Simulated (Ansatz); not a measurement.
**ZnS (Wurtzite-2H): properties at the relaxed cell**

An exercise on one series of results from a longer session: the logs are not shown, and one member is left open.

Method: DFT PBE, scalar-relativistic, plane waves, PAW, in Ansatz 0.2.0.

1 further run of the same task is left out (set aside as unsound or not needed).

### The structure to begin with

The structure is hexagonal, space group P6_3mc (No. 186). Conventional cell: a = 3.846 Å, b = 3.846 Å, c = 6.305 Å, α = 90.00°, β = 90.00°, γ = 120.00°. Zn (site symmetry 3m) has 4 S at 2.36 Å as nearest neighbours. Around S (site symmetry 3m) lie 4 Zn at 2.36 Å.

Structure file:

```cif
data_structure
_symmetry_space_group_name_H-M 'P6_3mc'
_symmetry_Int_Tables_number 186
_cell_length_a 3.8455
_cell_length_b 3.8455
_cell_length_c 6.3053
_cell_angle_alpha 90.000
_cell_angle_beta 90.000
_cell_angle_gamma 120.000
_cell_volume 80.75
loop_
_atom_site_label
_atom_site_type_symbol
_atom_site_symmetry_multiplicity
_atom_site_Wyckoff_symbol
_atom_site_fract_x
_atom_site_fract_y
_atom_site_fract_z
_atom_site_occupancy
Zn1 Zn 2 b 0.33333 0.66667 0.00522 1
S1 S 2 b 0.33333 0.66667 0.37978 1
```

It is the result of an earlier relaxation at this level (volume 20.19 Å³/atom; gap on the mesh: 2.08 eV).

The first run:

The input, input.yaml:

```yaml
crystal:
  lattice:
    - [3.8066634158, 0.0, 0.0]
    - [-1.9033317079, 3.2966672217, 0.0]
    - [0.0, 0.0, 6.241597005]
  atoms:
    - { symbol: Zn, position: [0.3333333333, 0.6666666667, 0.0052193967] }
    - { symbol: Zn, position: [0.6666666667, 0.3333333333, 0.5052193967] }
    - { symbol: S, position: [0.3333333333, 0.6666666667, 0.3797806033] }
    - { symbol: S, position: [0.6666666667, 0.3333333333, 0.8797806033] }
basis:
  ecutwfc: 420
kpoints:
  mp_grid: { grid: [9, 9, 6] }
hamiltonian:
  xc: pbe
scf:
  occupations: { method: gaussian, width: 0.02 }
output:
  forces: true
  stress: true
  eigenvalues: true
relax:
  adjacent_minimum: "off"
  f_tol: 0.01
  max_steps: 30
  cell: { stress_tol: 0.1, fix: [volume] }
```

Launch:

```
$ ansatz run input.yaml --threads 1 --pin off --max-ram 2560MiB --backend cpu --events-out ev --progress --plain --runs-dir out
```

Among the steps run: Point at V/V0 = 0.97; Point at V/V0 = 1.03; Point at V/V0 = 0.94; Point at V/V0 = 1.06; Volume × 0.91; Volume × 1.10; The cell scaled to 0.88 of its volume.

One of the session's tables, all rows but one given; the rest of the session is left out.

It belongs to the step «Energy against volume». 

| volume (Å³/atom) | energy above the lowest point (meV/atom) | pressure (GPa) | gap on the mesh (eV) |
| --- | --- | --- | --- |
| 17.765 | 78.7 | 11.70 | 2.65 |
| 18.371 | 41.7 | 8.01 | 2.49 |
| 18.976 | 17.4 | 4.89 | 2.35 |
| 19.582 | 4.1 | 2.24 | 2.21 |
| 20.188 | 0.0 | -0.01 | 2.08 |
| 20.793 | ? | ? | ? |
| 21.399 | 14.2 | -3.55 | 1.83 |
| 22.206 | 36.7 | -5.34 | 1.67 |

**Question.** Estimate the row for volume (Å³/atom) = 20.793.

Worked estimate for «energy above the lowest point (meV/atom)». A straight line through the neighbours (20.188, 0.0) and (21.399, 14.2) gives 0.0 + (14.2 − 0.0) × (20.793 − 20.188) / (21.399 − 20.188) = 7.1; a parabola fitted to 4 rows on both sides gives 3.9.

The run gave: energy above the lowest point (meV/atom): 3.8; pressure (GPa): -1.93; gap on the mesh (eV): 1.95. In «energy above the lowest point (meV/atom)» the line misses by +3.3 and the parabola by +0.1.
